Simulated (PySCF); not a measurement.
# C₈H₆ClN: excited states, first hyperpolarisability

Aim: compute the excited states, first hyperpolarisability of C₈H₆ClN (`Clc1cccc2cc[nH]c12`).

Programs: PySCF 2.14.0, with routines of our own; each step states its level. All values are computed. Atoms count from 0.

### 1 The starting structure

16 atoms, charge 0, multiplicity 1; geometry from: GFN2-xTB.

### 2 Geometry optimisation at PBE0-D3(BJ)/def2-SVP

What the job is given:

```
{"job": {"xc": "PBE0", "basis": "def2-SVP", "d3": "d3bj", "grid": 2, "kind": "geom"}, "charge": 0, "multiplicity": 1}
Cl    -0.571441     3.153318     0.164907
C     -0.759006     1.429650     0.052363
C     -2.004358     0.849714    -0.038931
C     -2.130700    -0.540457    -0.128268
C     -1.032623    -1.369046    -0.129714
C      0.237410    -0.797222    -0.038863
C      1.562413    -1.314915    -0.012257
C      2.406225    -0.251579     0.091331
N      1.689346     0.910290     0.131294
C      0.364290     0.611970     0.053478
H     -2.885935     1.471204    -0.041988
H     -3.122297    -0.961325    -0.197172
H     -1.144863    -2.440091    -0.199470
H      1.839749    -2.348538    -0.064553
H      3.478323    -0.234162     0.139980
H      2.065868     1.840133     0.206454
```

On the command line:

```console
$ OMP_NUM_THREADS=1 python excited_run.py task.json out
```

This one command runs all jobs of the session in turn.

The program printed:

```text
step   0  E = -822.46589060  max force = 0.011326
step   1  E = -822.46740758  max force = 0.001982
step   2  E = -822.46741372  max force = 0.000762
step   3  E = -822.46741390  max force = 0.001615
step   4  E = -822.46741880  max force = 0.000322
optimisation converged
```

Run time: 2 min. Hardware: 1 thread of Arm Neoverse N1, shared host; peak memory 0.89 GiB.

Along the way:

| step | energy from step 0 (eV) | largest force component (eV/Å) |
| --- | --- | --- |
| 0 | 0.0000 | 0.5824 |
| 1 | -0.0413 | 0.1019 |
| 2 | -0.0414 | 0.0392 |
| 3 | -0.0415 | 0.0830 |
| 4 | -0.0416 | 0.0166 |

Distances of close pairs at the start and the end, largest changes first:

| bond | before (Å) | after (Å) | change (Å) |
| --- | --- | --- | --- |
| C6–H13 | 1.071 | 1.087 | +0.016 |
| C7–H14 | 1.073 | 1.088 | +0.015 |
| C4–H12 | 1.079 | 1.092 | +0.013 |
| C3–H11 | 1.079 | 1.092 | +0.013 |
| C2–H10 | 1.079 | 1.091 | +0.012 |
| C5–C6 | 1.423 | 1.435 | +0.012 |
| C3–C4 | 1.376 | 1.386 | +0.011 |
| C6–C7 | 1.361 | 1.372 | +0.011 |

The end geometry stands in the next job.

| at the end point | value |
| --- | --- |
| point group (found at 0.08 Å tolerance) | Cs |
| rotational constants (GHz, main isotopes) | 1.790, 1.158, 0.703 |
| dipole moment (D) | 1.65 |

### 3 Excited states: TDA wB97X-D/aug-cc-pVDZ

What the job is given:

```
{"job": {"kind": "states", "xc": "wB97X-D", "basis": "aug-cc-pVDZ", "tda": true, "soc": true, "nstates": 6, "ntriplets": 5, "nquad": 4}, "charge": 0, "multiplicity": 1}
Cl    -0.576555     3.243438     0.204680
C     -0.798485     1.525148     0.090908
C     -2.054837     0.949969    -0.000493
C     -2.185899    -0.449884    -0.091059
C     -1.079671    -1.285693    -0.091750
C      0.202827    -0.717528     0.000530
C      1.539668    -1.236976     0.029456
C      2.385434    -0.161562     0.132404
N      1.653762     0.999651     0.169495
C      0.325409     0.694687     0.091355
H     -2.936032     1.592986    -0.001246
H     -3.188469    -0.877069    -0.162067
H     -1.201274    -2.368531    -0.162769
H      1.836645    -2.281776    -0.020334
H      3.471992    -0.132823     0.183060
H      2.016933     1.939313     0.242839
```

Level: TDA wB97X-D/aug-cc-pVDZ excited states, vertical, gas phase, spin-orbit mean-field couplings.

The program printed:

```text
coarse grid: 15096 points
cycle   1  E = -823.2541063459  dE =  2.518e+00  |g| = 4.039e-01  |ddm| = 3.165e+01
cycle   2  E = -823.2640958364  dE = -9.989e-03  |g| = 4.128e-01  |ddm| = 6.287e+00
cycle   3  E = -823.3060571472  dE = -4.196e-02  |g| = 6.754e-02  |ddm| = 3.063e+00
cycle   4  E = -823.3073049459  dE = -1.248e-03  |g| = 2.818e-02  |ddm| = 5.820e-01
cycle   5  E = -823.3075065904  dE = -2.016e-04  |g| = 7.021e-03  |ddm| = 2.769e-01
cycle   6  E = -823.3075204234  dE = -1.383e-05  |g| = 1.967e-03  |ddm| = 7.407e-02
cycle   7  E = -823.3075223474  dE = -1.924e-06  |g| = 7.297e-04  |ddm| = 2.209e-02
final grid: 144640 points
cycle   8  E = -823.3340213039  dE = -1.484e-04  |g| = 6.901e-03  |ddm| = 1.555e+00
cycle   9  E = -823.3340238224  dE = -2.519e-06  |g| = 6.833e-03  |ddm| = 1.537e-01
cycle  10  E = -823.3340343382  dE = -1.052e-05  |g| = 8.873e-04  |ddm| = 4.356e-02
cycle  11  E = -823.3340345131  dE = -1.749e-07  |g| = 5.744e-04  |ddm| = 1.262e-02
cycle  12  E = -823.3340346036  dE = -9.049e-08  |g| = 8.777e-05  |ddm| = 5.656e-03
cycle  13  E = -823.3340346065  dE = -2.895e-09  |g| = 4.296e-05  |ddm| = 1.181e-03
cycle  14  E = -823.3340346074  dE = -8.608e-10  |g| = 1.313e-05  |ddm| = 5.976e-04
converged SCF energy = -823.3340346074

Singlet excitations
state   eV       nm        f     d(h-e)  d(exc)  Lambda  PR(NTO)  |dmu|/D   mu/D   main configurations
  1   5.0257   246.7   0.05045   0.209   3.143   0.728   1.678    0.631    2.169   H-1->L+1 0.45, H->L+1 0.24, H->L+6 0.23
  2   5.1723   239.7   0.12680   0.870   3.319   0.767   1.397    2.429    3.960   H->L+1 0.61, H-1->L+1 0.15, H->L+6 0.13
  3   5.6310   220.2   0.00130   1.864   4.758   0.185   1.058    8.229    6.938   H->L 0.77
  4   5.9655   207.8   0.00007   1.042   4.786   0.185   1.089    4.590    5.908   H->L+2 0.62
  5   6.1263   202.4   0.02250   1.584   4.782   0.168   1.925                     H-1->L 0.43, H->L+3 0.24
  6   6.2581   198.1   0.00033   0.538   4.784   0.192   1.448                     H->L+3 0.44, H->L+8 0.16

Triplet excitations (Tamm-Dancoff)
state   eV     d(h-e)  d(exc)  Lambda  PR(NTO)   main configurations
  1   3.5293   0.110   2.980   0.787   1.188   H->L+1 0.88
  2   4.2136   0.099   2.982   0.708   1.139   H-1->L+1 0.91
  3   4.7523   0.187   2.847   0.719   1.291   H->L+6 0.41, H-1->L+6 0.36
  4   4.9572   0.712   3.006   0.728   1.045   H->L+6 0.47, H-1->L+6 0.44
  5   5.0226   0.109   2.604   0.645   2.522   H-2->L+1 0.36, H->L+11 0.25, H-1->L+6 0.10
S1 - T1 = 1.4964 eV

Spin-orbit couplings |<S|Hso|T>| (cm-1)
             T1       T2       T3       T4       T5
S0        0.008    0.120    0.207    0.021    0.503
S1        0.073    0.010    0.045    0.016    0.048
S2        0.025    0.055    0.003    0.033    0.003
S3        0.814    0.841    1.800    1.345    1.531
S4        9.425    4.140    2.825    1.800    5.657
S5        0.984    1.218    2.009    0.816    0.570
S6       10.259    3.713    1.258    0.137    4.057
T1 sublevels (cm-1): 0.000 0.009 0.009   radiative rates (1/s): 0.0152 0.000654 0.000368
```

It took 2.3 min on 1 thread of Arm Neoverse N1, shared host; peak memory 1.1 GiB.

From this job:

| quantity | value |
| --- | --- |
| S1 less T1 | 1.50 eV |

### 4 Excited states: TDDFT CAM-B3LYP/aug-cc-pVDZ

The job, as its differences from that of step 3:

```diff
@@ -1,2 +1,2 @@
-{"job": {"kind": "states", "xc": "wB97X-D", "basis": "aug-cc-pVDZ", "tda": true, "soc": true, "nstates": 6, "ntriplets": 5, "nquad": 4}, "charge": 0, "multiplicity": 1}
+{"job": {"kind": "states", "xc": "CAM-B3LYP", "basis": "aug-cc-pVDZ", "tpa": true, "nstates": 8, "nquad": 6, "ntriplets": 0}, "charge": 0, "multiplicity": 1}
 Cl    -0.576555     3.243438     0.204680
```

With the program's defaults for keys left out, this is: TDDFT CAM-B3LYP/aug-cc-pVDZ excited states, vertical, gas phase, two-photon moments by quadratic response.

The program printed:

```text
coarse grid: 15096 points
cycle   1  E = -823.1927641606  dE =  2.410e+00  |g| = 4.082e-01  |ddm| = 3.971e+01
cycle   2  E = -823.1874477174  dE =  5.316e-03  |g| = 4.746e-01  |ddm| = 5.815e+00
cycle   3  E = -823.2440694481  dE = -5.662e-02  |g| = 7.862e-02  |ddm| = 3.705e+00
cycle   4  E = -823.2455748961  dE = -1.505e-03  |g| = 3.469e-02  |ddm| = 6.329e-01
cycle   5  E = -823.2458680106  dE = -2.931e-04  |g| = 8.253e-03  |ddm| = 3.159e-01
cycle   6  E = -823.2458847118  dE = -1.670e-05  |g| = 1.894e-03  |ddm| = 6.712e-02
cycle   7  E = -823.2458859350  dE = -1.223e-06  |g| = 7.410e-04  |ddm| = 1.729e-02
final grid: 144640 points
cycle   8  E = -823.2789319183  dE = -2.296e-05  |g| = 4.027e-03  |ddm| = 9.145e-01
cycle   9  E = -823.2789321016  dE = -1.833e-07  |g| = 4.166e-03  |ddm| = 7.988e-02
cycle  10  E = -823.2789363877  dE = -4.286e-06  |g| = 5.370e-04  |ddm| = 3.504e-02
cycle  11  E = -823.2789364543  dE = -6.660e-08  |g| = 2.380e-04  |ddm| = 4.872e-03
cycle  12  E = -823.2789364698  dE = -1.556e-08  |g| = 5.547e-05  |ddm| = 2.506e-03
cycle  13  E = -823.2789364708  dE = -9.420e-10  |g| = 2.488e-05  |ddm| = 5.991e-04
converged SCF energy = -823.2789364708

Singlet excitations
state   eV       nm        f     d(h-e)  d(exc)  Lambda  PR(NTO)  |dmu|/D   mu/D   delta(TPA)   sigma/GM   main configurations
  1   4.8834   253.9   0.08512   0.373   3.265   0.763   1.433    1.135    2.675       22.68      0.198   H->L+1 0.64, H-1->L+1 0.21
  2   5.0152   247.2   0.08230   0.536   3.196   0.718   1.683    1.499    3.012       11.28      0.104   H-1->L+1 0.45, H->L+1 0.27, H->L+6 0.25
  3   5.3516   231.7   0.00055   2.194   4.793   0.222   1.040    9.166    8.004       43.08      0.452   H->L 0.89
  4   5.7098   217.1   0.00000   1.437   4.957   0.201   1.061    6.232    7.336       24.20      0.289   H->L+2 0.80
  5   5.8575   211.7   0.02065   1.897   4.813   0.197   1.795    7.858    6.622       76.02      0.956   H-1->L 0.58, H->L+3 0.25
  6   6.0061   206.4   0.00060   0.799   5.131   0.196   1.723    3.959    2.423       35.70      0.472   H->L+3 0.60, H-1->L 0.22
  7   6.1036   203.1   0.00002   1.019   4.628   0.223   1.583                                            H->L+4 0.36, H->L+8 0.10
  8   6.2068   199.8   0.70983   0.637   3.319   0.657   1.881                                            H->L+6 0.62, H-1->L+1 0.29
```

Run time: 2.9 min. Hardware: 1 thread of Arm Neoverse N1, shared host; peak memory 1.2 GiB.

### 5 First hyperpolarisability: quadratic response CAM-B3LYP/aug-cc-pVDZ

The job, as its differences from that of step 4:

```diff
@@ -1,2 +1,2 @@
-{"job": {"kind": "states", "xc": "CAM-B3LYP", "basis": "aug-cc-pVDZ", "tpa": true, "nstates": 8, "nquad": 6, "ntriplets": 0}, "charge": 0, "multiplicity": 1}
+{"job": {"kind": "beta", "xc": "CAM-B3LYP", "basis": "aug-cc-pVDZ"}, "charge": 0, "multiplicity": 1}
 Cl    -0.576555     3.243438     0.204680
```

With the program's defaults for keys left out, this is: quadratic response CAM-B3LYP/aug-cc-pVDZ first hyperpolarisability, Taylor convention, gas phase.

The program printed:

```text
coarse grid: 15096 points
cycle   1  E = -823.1927641606  dE =  2.410e+00  |g| = 4.082e-01  |ddm| = 3.971e+01
cycle   2  E = -823.1874477174  dE =  5.316e-03  |g| = 4.746e-01  |ddm| = 5.815e+00
cycle   3  E = -823.2440694481  dE = -5.662e-02  |g| = 7.862e-02  |ddm| = 3.705e+00
cycle   4  E = -823.2455748961  dE = -1.505e-03  |g| = 3.469e-02  |ddm| = 6.329e-01
cycle   5  E = -823.2458680106  dE = -2.931e-04  |g| = 8.253e-03  |ddm| = 3.159e-01
cycle   6  E = -823.2458847118  dE = -1.670e-05  |g| = 1.894e-03  |ddm| = 6.712e-02
cycle   7  E = -823.2458859350  dE = -1.223e-06  |g| = 7.410e-04  |ddm| = 1.729e-02
final grid: 144640 points
cycle   8  E = -823.2789319183  dE = -2.296e-05  |g| = 4.027e-03  |ddm| = 9.145e-01
cycle   9  E = -823.2789321016  dE = -1.833e-07  |g| = 4.166e-03  |ddm| = 7.988e-02
cycle  10  E = -823.2789363877  dE = -4.286e-06  |g| = 5.370e-04  |ddm| = 3.504e-02
cycle  11  E = -823.2789364543  dE = -6.660e-08  |g| = 2.380e-04  |ddm| = 4.872e-03
cycle  12  E = -823.2789364698  dE = -1.556e-08  |g| = 5.547e-05  |ddm| = 2.506e-03
cycle  13  E = -823.2789364708  dE = -9.420e-10  |g| = 2.488e-05  |ddm| = 5.991e-04
converged SCF energy = -823.2789364708

Lowest singlets (eV, f): 4.8834 0.0851  5.0152 0.0823  5.3516 0.0006

First hyperpolarisability (au)
process     nm      |vector|   parallel      HRS      DR
static         -      213.38      37.99       85.5   5.629
shg       1907.0      226.31       40.8      91.04   5.446
eope      1907.0      217.54      38.89          -       -
shg       1064.0      260.56      48.38      105.9   4.988
eope      1064.0      227.28      41.01          -       -
```

Wall time 2.2 min (1 thread of Arm Neoverse N1, shared host); peak memory 1.2 GiB.

### 6 Results

| quantity | value |
| --- | --- |
| point group | Cs |
| rotational constants (main isotopes) | 1.79, 1.16, 0.70 GHz |
| S1 less T1 (step 3, TDA wB97X-D/aug-cc-pVDZ) | 1.50 eV |
| β vector (step 5, quadratic response CAM-B3LYP/aug-cc-pVDZ) | static 213, SHG 1907.0 nm 226, SHG 1064.0 nm 261 au |

Over 4 steps the energy fell by 0.042 eV; of the close pairs, C6–H13 changed most, 1.071 to 1.087 Å. In step 3, the number of triplets below S1 is at least 5, and the largest singlet-triplet spin-orbit coupling is S6–T1, 10.26 cm⁻¹. β grows from 213 au (static) to 261 au for doubling at 1064.0 nm: normal dispersion, which grows as twice the photon energy moves toward the bright states.
